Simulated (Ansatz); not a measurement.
Working through a short molecular-dynamics run of PdPt, space group R-3m

With Ansatz's Python interface.

Notebook, run cell by cell (the value of a cell's last expression is shown):

```python
import json
import warnings

import ansatz as az
import numpy as np
```

```python
config = {
    'functional': 'pbesol',
    'kspacing': 1.0,
    'sigma': 0.15,
    'n_steps': 15,
    'temperature_k': 800,
}
```

```python
warnings.simplefilter('ignore', az.DeckWarning)
```

```python
cell = (
    az.Lattice.from_parameters(4.832047, 4.832047, 4.832047, alpha=33.2728, beta=33.2728, gamma=33.2728)
    .atom('Pd', [0.0, 0.0, 0.0])
    .atom('Pt', [0.5, 0.5, 0.5])
)
```

```python
cell.resolved().sites[-1]
```

    Site(symbol='Pt', position=(0.5, 0.5, 0.5), moment=None, axis=None, held=None, saved=None)

```python
job = (
    cell.supercell(2, 1, 2).calculation()
    .functional(config['functional'])
    .pseudopotentials('paw')
    .kpoints(spacing=config['kspacing'])
    .occupations(az.OccupationsMethod.FERMI_DIRAC, width=config['sigma'])
    .md(az.Ensemble.NVT_LANGEVIN, timestep=1.0, steps=config['n_steps'], temperature=config['temperature_k'], seed=186)
)
done = job.run(threads=1, events_out='pdpt.ndjson')
with open('pdpt.ndjson') as stream:
    events = [json.loads(line) for line in stream]
steps = [e['data'] for e in events if e['event'] == 'md_step']
r = done.report
```

```python
type(done).__name__, type(r).__name__
```

    ('RunOutcome', 'dict')

```python
r['mixing_algorithm'], r['preconditioner'], r['eigensolver']
```

    ('MSR1', 'Kerker', 'band_cg')

```python
r['kpoints_frac'][:4]
```

    [[0.0, 0.0, 0.0], [0.0, 0.0, -0.5], [0.0, 0.3333333333333333, 0.0], [0.0, 0.3333333333333333, -0.5]]

```python
for s in steps[::1]:
    print('%3d %7.1f fs  total %.4f eV  T %6.1f K' % (s['step'], s['time_fs'], s['lagrangian_ev'] + s['e_kin_ev'], s['temperature_k']))
```

      0     0.0 fs  total -77162.9579 eV  T    0.0 K
      1     1.0 fs  total -77162.9458 eV  T   11.7 K
      2     2.0 fs  total -77162.9158 eV  T   40.7 K
      3     3.0 fs  total -77162.8898 eV  T   65.7 K
      4     4.0 fs  total -77162.8733 eV  T   81.5 K
      5     5.0 fs  total -77162.8815 eV  T   73.3 K
      6     6.0 fs  total -77162.8611 eV  T   92.7 K
      7     7.0 fs  total -77162.8421 eV  T  110.7 K
      8     8.0 fs  total -77162.8287 eV  T  123.1 K
      9     9.0 fs  total -77162.7962 eV  T  153.8 K
     10    10.0 fs  total -77162.7682 eV  T  179.8 K
     11    11.0 fs  total -77162.7572 eV  T  189.1 K
     12    12.0 fs  total -77162.7267 eV  T  217.1 K
     13    13.0 fs  total -77162.7216 eV  T  220.2 K
     14    14.0 fs  total -77162.7089 eV  T  230.3 K
     15    15.0 fs  total -77162.6564 eV  T  278.4 K

```python
temperature = np.array([s['temperature_k'] for s in steps])
print(f'mean temperature of the second half {temperature[len(steps) // 2 :].mean():.1f} K')
```

    mean temperature of the second half 199.0 K

```python
with open('trajectory.xyz', 'w') as handle:
    for s in steps[::5]:
        handle.write(f'{len(s["positions_ang"])}\nt = {s["time_fs"]} fs\n')
        for site, xyz in zip(done.lattice.sites, s['positions_ang']):
            handle.write('{} {:.4f} {:.4f} {:.4f}\n'.format(site.symbol, *xyz))
```

```python
track = np.array([s['positions_ang'] for s in steps])
names = np.array([site.symbol for site in done.lattice.sites])
for name in sorted(set(names)):
    msd = ((track[:, names == name] - track[0, names == name]) ** 2).sum(axis=2).mean(axis=1)
    print(f'mean square displacement of {name} (A^2):', np.round(msd[:: max(len(msd) // 6, 1)], 4))
```

    mean square displacement of Pd (A^2): [0.     0.     0.     0.     0.0001 0.0002 0.0004 0.0006]
    mean square displacement of Pt (A^2): [0.     0.     0.     0.     0.     0.     0.0001 0.0001]

It writes `trajectory.xyz`:
```text
8
t = 0.0 fs
Pd 0.0000 0.0000 0.0000
Pt 6.4559 1.9291 1.1801
Pd 4.0399 1.2071 2.3602
Pt 10.4959 3.1362 3.5403
Pd 4.8320 0.0000 0.0000
Pt 11.2880 1.9291 1.1801
Pd 8.8720 1.2071 2.3602
Pt 15.3279 3.1362 3.5403
8
t = 5.0 fs
Pd -0.0036 -0.0068 0.0004
Pt 6.4570 1.9290 1.1826
Pd 4.0362 1.2074 2.3594
Pt 10.4963 3.1357 3.5403
Pd 4.8314 -0.0030 -0.0012
Pt 11.2861 1.9294 1.1811
Pd 8.8718 1.2122 2.3613
Pt 15.3291 3.1343 3.5425
8
t = 10.0 fs
Pd -0.0071 -0.0163 -0.0012
Pt 6.4582 1.9261 1.1871
Pd 4.0274 1.2091 2.3601
Pt 10.4924 3.1332 3.5410
Pd 4.8312 -0.0056 -0.0023
Pt 11.2862 1.9296 1.1836
Pd 8.8815 1.2207 2.3637
Pt 15.3286 3.1341 3.5460
8
t = 15.0 fs
Pd -0.0101 -0.0265 -0.0039
Pt 6.4579 1.9219 1.1948
Pd 4.0141 1.2141 2.3596
Pt 10.4892 3.1297 3.5414
Pd 4.8332 -0.0073 -0.0051
Pt 11.2906 1.9262 1.1835
Pd 8.8974 1.2304 2.3684
Pt 15.3258 3.1322 3.5473
```

Notes:
- Total energies depend on the potentials; only differences at equal settings carry meaning. A total without «per atom» is that of the whole cell that was run.
- For a metal this mesh is far too coarse, so the numbers only illustrate the procedure.
- A Fermi-Dirac width this large means warm electrons, whose thermal share enters the free energy.
- Spin-orbit coupling, which matters for elements this heavy, is left out.
- This cell is a computed structure, which may not be the phase found in nature.
- A small cell, a coarse mesh and a very short run: it shows the set-up and gives no equilibrium averages.
- It ran for 64 s on 1 thread of Arm Neoverse V2, with other jobs on the host, peak memory 0.5 GiB.
